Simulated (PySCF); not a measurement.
Set up this calculation in PySCF 2.14.0, as a Python script.

```yaml
Task: band structure
Functional: PBE
Potentials_or_basis: DZVP-MOLOPT-SR/GTH-PBE (potentials made for PBE)
k_mesh: 9 × 9 × 9
Occupations: fermi-dirac, width 0.05 eV
Spin: no spin polarisation
Symmetry: yes
Density_cutoff: 58 Ha
Exponents_discarded_below_exp_to_discard: 0.02 1/bohr^2
Band_path: GXWKGLUWLK,UX
Potentials: Pb GTH-PBE-q4
conv_tol: 1e-07 Ha
max_cycle: 60
Coulomb_method: multigrid
```

The structure of Pb lies in Pb.cif:

```cif
data_Pb
_cell_length_a 3.50020685
_cell_length_b 3.50020685
_cell_length_c 3.50020685
_cell_angle_alpha 60.00000000
_cell_angle_beta 60.00000000
_cell_angle_gamma 60.00000000
_space_group_name_H-M_alt 'P1'
_space_group_name_Hall 'P 1'
_space_group_IT_number 1
loop_
_space_group_symop_operation_xyz
'x,y,z'
loop_
_atom_site_label
_atom_site_type_symbol
_atom_site_symmetry_multiplicity
_atom_site_Wyckoff_symbol
_atom_site_fract_x
_atom_site_fract_y
_atom_site_fract_z
_atom_site_occupancy
Pb1 Pb 1 a 0.0000000000 0.0000000000 0.0000000000 1
```

These files were run (other wordings do the same):

run.py

```python
import json
import numpy as np
from pyscf.pbc import gto, scf, dft, df

cell = gto.Cell()
cell.basis = 'DZVP-MOLOPT-SR-GTH-q4'
cell.pseudo = 'GTH-PBE-q4'
cell.fromfile('Pb.cif')
cell.ke_cutoff = 58  # hartree
cell.exp_to_discard = 0.02
cell.precision = 1e-08
cell.space_group_symmetry = True
cell.symmorphic = False
cell.max_memory = 5880  # MB
cell.verbose = 4
cell.build()

res = {}
kpts = cell.make_kpts([9, 9, 9], space_group_symmetry=True, time_reversal_symmetry=True)
cell.space_group_symmetry = False  # the mesh holds the operations; no search on the supercells of the integral code
mf = dft.KRKS(cell, kpts, xc='pbe')
mf = mf.multigrid_numint()
mf = mf.smearing(sigma=0.00183747, method='fermi')  # hartree
mf.conv_tol = 1e-07
mf.max_cycle = 60

mf.kernel()
res.update(converged=bool(mf.converged), e_tot=mf.e_tot, nelec=cell.nelectron, nao=cell.nao, mesh=list(map(int, cell.mesh)), a=cell.lattice_vectors().tolist(), coords=cell.atom_coords().tolist(),
           mo_energy=[np.real(x).tolist() for x in mf.mo_energy], mo_occ=[np.real(x).tolist() for x in mf.mo_occ])
res.update(e_free=mf.e_free, e_zero=mf.e_zero)
res.update(kpts=kpts.kpts_scaled_ibz.tolist(), weights=kpts.weights_ibz.tolist())
res['parts'] = {k: float(np.real(v)) for k, v in mf.scf_summary.items() if np.isscalar(v)}
json.dump(res, open('results.json', 'w'))
if not mf.converged:
    raise SystemExit('SCF not converged')

print('levels (eV)')
for i, kp in enumerate(res['kpts'][:40]):
    print('k %7.4f %7.4f %7.4f  ' % tuple(kp), ' '.join('%.3f' % (x * 27.211386) for x in res['mo_energy'][i][:7]))

mf = mf.to_khf()  # unfold to the whole mesh
kpts = mf.kpts
# Mulliken populations
dm, s = np.asarray(mf.make_rdm1()), np.asarray(mf.get_ovlp())
sites = cell.aoslice_by_atom()[:, 2:]
tot = np.einsum('kij,kji->i', dm, s).real / len(kpts)
res['mulliken'] = [cell.atom_charge(i) - tot[a0:a1].sum() for i, (a0, a1) in enumerate(sites)]
print('Mulliken charges', np.round(res['mulliken'], 5))

scaled = np.array([[0.0, 0.0, 0.0], [0.1, 0.0, 0.1], [0.2, 0.0, 0.2], [0.3, 0.0, 0.3], [0.4, 0.0, 0.4], [0.5, 0.0, 0.5], [0.5, 0.125, 0.625], [0.5, 0.25, 0.75], [0.375, 0.375, 0.75], [0.3125, 0.3125, 0.625], [0.25, 0.25, 0.5], [0.1875, 0.1875, 0.375], [0.125, 0.125, 0.25], [0.0625, 0.0625, 0.125], [0.0, 0.0, 0.0], [0.1, 0.1, 0.1], [0.2, 0.2, 0.2], [0.3, 0.3, 0.3], [0.4, 0.4, 0.4], [0.5, 0.5, 0.5], [0.53125, 0.4375, 0.53125], [0.5625, 0.375, 0.5625], [0.59375, 0.3125, 0.59375], [0.625, 0.25, 0.625], [0.5625, 0.25, 0.6875], [0.5, 0.25, 0.75], [0.5, 0.3, 0.7], [0.5, 0.35, 0.65], [0.5, 0.4, 0.6], [0.5, 0.45, 0.55], [0.5, 0.5, 0.5], [0.475, 0.475, 0.55], [0.45, 0.45, 0.6], [0.425, 0.425, 0.65], [0.4, 0.4, 0.7], [0.375, 0.375, 0.75], [0.625, 0.25, 0.625], [0.583333, 0.166667, 0.583333], [0.541667, 0.083333, 0.541667], [0.5, 0.0, 0.5]])  # GXWKGLUWLK,UX
e_kn = mf.get_bands(cell.get_abs_kpts(scaled))[0]
res.update(band_k=np.asarray(scaled).tolist(), bands=np.asarray(e_kn).real.tolist())
for kp, e in zip(scaled, np.asarray(e_kn).real):
    print('k %7.4f %7.4f %7.4f  ' % tuple(kp), ' '.join('%8.3f' % (x * 27.211386) for x in e[:8]))

# density on a uniform mesh
grids = dft.gen_grid.UniformGrids(cell)
grids.mesh = [19, 19, 19]
grids.build()
ni = dft.numint.KNumInt()
rho = [ni.get_rho(cell, x, grids, kpts) for x in [dm]]
np.save('rho.npy', np.reshape(rho, (-1, *grids.mesh)))
res['done'] = True
json.dump(res, open('results.json', 'w'))
```

Potentials or basis: DZVP-MOLOPT-SR/GTH-PBE (potentials made for PBE).

Run with:

```sh
$ OMP_NUM_THREADS=4 python -u run.py > log
```

It gave:

- Band gap on the k mesh: none (metal or under the smearing width)

Caveat: spin-orbit coupling is left out, which moves the levels of the heavy elements; the basis of atomic orbitals isn't converged, which shifts pressures, moduli and gaps.

It took 32 s on 4 threads of Intel(R) Xeon(R) Platinum 8259CL CPU @ 2.50GHz (Skylake/Cascade Lake) (shared host), peak memory 2.4 GiB.
